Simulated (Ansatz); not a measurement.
**BLYP/def2-SVP run of GeSiNH7 (SMILES [SiH3][NH][GeH3])**

What is the vertical ionisation energy of GeSiNH7 at BLYP/def2-SVP? 

The results are computed with Ansatz 0.2.0.

37 further runs of the same task are left out: 37 set aside as unsound or not needed.

### Step 1. The system as given

The species is GeSiNH7 (10 atoms), meant as a singlet with charge 0. SMILES: `[SiH3][NH][GeH3]`. The shape is that of a PBE0-D4/def2-TZVP optimisation.

Bond lengths: Si1–N2 1.718 Å, N2–Ge3 1.839 Å, Si1–H4 1.486 Å, Si1–H5 1.489 Å, Si1–H6 1.492 Å, N2–H7 1.009 Å, Ge3–H8 1.534 Å, Ge3–H9 1.543 Å, Ge3–H10 1.538 Å. Some angles: Si1–N2–Ge3 127.5°, Si1–N2–H7 117.0°, Ge3–N2–H7 114.2°, N2–Si1–H4 107.3°, N2–Si1–H5 110.3°, N2–Si1–H6 114.2°, N2–Ge3–H8 106.7°, N2–Ge3–H9 111.7°, N2–Ge3–H10 108.4°, H4–Si1–H5 110.0°.

### Step 2. The energy at BLYP/def2-SVP

File job.yaml:

```yaml
crystal:
  periodic: [false, false, false]
  atoms:
    - {symbol: Si, position_ang: [-1.146800, 0.522200, -0.945600]}
    - {symbol: N, position_ang: [0.461400, 0.319100, -0.375700]}
    - {symbol: Ge, position_ang: [1.020100, -0.675800, 1.066200]}
    - {symbol: H, position_ang: [-1.923700, -0.668500, -0.512900]}
    - {symbol: H, position_ang: [-1.160200, 0.627200, -2.430500]}
    - {symbol: H, position_ang: [-1.835500, 1.735800, -0.416100]}
    - {symbol: H, position_ang: [1.159100, 0.952900, -0.736500]}
    - {symbol: H, position_ang: [-0.018900, -1.787400, 1.262400]}
    - {symbol: H, position_ang: [1.119900, 0.180400, 2.345600]}
    - {symbol: H, position_ang: [2.407800, -1.257200, 0.745900]}
basis:
  gaussian:
    orbitals: def2-SVP
hamiltonian:
  xc: {name: BLYP}
accuracy: high
output: {orbitals: {seedname: orbitals}}
```

On the command line:

```
$ ansatz run job.yaml --threads 1 --pin off --max-ram 3480MiB --events-out events.jsonl --progress --plain --runs-dir runs
```

The log of the run:

```text
Warning: RAYON_NUM_THREADS=1 ignored (pool sized by the plan → 1); use --threads N
Functional definition: BLYP
  name "BLYP"
  parameter beta = 0.0042
  parameter a = 0.04918
  parameter b = 0.132
  parameter c = 0.2533
  parameter d = 0.349
  exchange = b88_x(beta = beta)
  correlation = lyp_c(a = a, b = b, c = c, d = d)
2209 factors; integrals over basis functions are off by at most 4.3e-9 eV
mean field evaluation 1: about -65980.4246 eV, gradient 6.9e1 eV
mean field evaluation 2: about -65938.7907 eV, gradient 1.4e2 eV
mean field evaluation 4: about -65989.6238 eV, gradient 8.5e0 eV
mean field evaluation 8: about -65989.7131 eV, gradient 3.3e-1 eV
mean field evaluation 16: about -65989.7135 eV, gradient 6.5e-6 eV
mean field -65989.71350372 eV, -2425.0772418272 hartree, gradient 1.9e-8 eV, S^2 0.000000; 0 other end points of the search recorded, 0 dependent functions left out
reference -65989.71356370 eV, -2425.0772440315 hartree; 30, 30 occupied and 69, 69 virtual orbitals, 2209 factors
Total energy: -65989.71356370 eV, -2425.0772440315 hartree
```

It took 8.1 s on 1 thread of Arm Neoverse V1, shared host; peak memory 0.26 GiB.

### Step 3. The doublet cation, same level

File in.yaml:

```yaml
crystal:
  periodic: [false, false, false]
  atoms:
    - {symbol: Si, position_ang: [-1.146800, 0.522200, -0.945600]}
    - {symbol: N, position_ang: [0.461400, 0.319100, -0.375700]}
    - {symbol: Ge, position_ang: [1.020100, -0.675800, 1.066200]}
    - {symbol: H, position_ang: [-1.923700, -0.668500, -0.512900]}
    - {symbol: H, position_ang: [-1.160200, 0.627200, -2.430500]}
    - {symbol: H, position_ang: [-1.835500, 1.735800, -0.416100]}
    - {symbol: H, position_ang: [1.159100, 0.952900, -0.736500]}
    - {symbol: H, position_ang: [-0.018900, -1.787400, 1.262400]}
    - {symbol: H, position_ang: [1.119900, 0.180400, 2.345600]}
    - {symbol: H, position_ang: [2.407800, -1.257200, 0.745900]}
basis:
  gaussian:
    orbitals: def2-SVP
output: {orbitals: {seedname: orbitals}}
magnetization:
  spin_polarized: true
  initial_magnetization: 1
hamiltonian:
  xc: {name: BLYP}
accuracy: high
total_charge: 1
```

On the command line:

```
$ ansatz run in.yaml --threads 1 --pin off --max-ram 3480MiB --events-out events.jsonl --progress --plain --runs-dir runs
```

The log of the run, cut to the lines that bear on the results:

```text
Warning: RAYON_NUM_THREADS=1 ignored (pool sized by the plan → 1); use --threads N
[... 9 set-up lines as earlier in the session ...]
2206 factors; integrals over basis functions are off by at most 4.3e-9 eV
mean field evaluation 1: about -65960.3519 eV, gradient 6.6e1 eV
mean field evaluation 2: about -65845.6622 eV, gradient 1.3e2 eV
mean field evaluation 4: about -65979.4483 eV, gradient 1.3e1 eV
mean field evaluation 8: about -65980.9494 eV, gradient 2.8e-1 eV
mean field evaluation 16: about -65980.9437 eV, gradient 7.3e-4 eV
mean field evaluation 32: about -65979.9896 eV, gradient 2.5e0 eV
mean field -65980.94373507 eV, -2424.7549587738 hartree, gradient 6.3e-8 eV, S^2 0.754538; 3 other end points of the search recorded, 0 dependent functions left out
reference -65980.94379773 eV, -2424.7549610766 hartree; 30, 29 occupied and 69, 70 virtual orbitals, 2206 factors
Total energy: -65980.94379773 eV, -2424.7549610766 hartree
```

It took 16 s on 1 thread of Arm Neoverse V1, shared host; peak memory 0.34 GiB.

### Step 4. Results

Level: BLYP/def2-SVP.

| quantity | value |
| --- | --- |
| singlet GeSiNH7: total energy | -2425.07724 Eh |
| singlet GeSiNH7: HOMO energy | -5.61 eV |
| singlet GeSiNH7: LUMO energy | -0.31 eV |
| singlet GeSiNH7: HOMO–LUMO gap | 5.31 eV |
| doublet cation: total energy | -2424.75496 Eh |
| doublet cation: HOMO energy (highest over α and β) | -12.93 eV |
| doublet cation: LUMO energy (lowest over α and β) | -11.82 eV |
| doublet cation: ⟨S²⟩ | 0.755 |
| vertical ionisation energy (to the doublet cation) | 8.770 eV |

**Reading.** The vertical ionisation energy comes to 8.77 eV (846 kJ/mol). The negative HOMO energy of the first species, 5.61 eV, lies 3.16 eV below that difference.
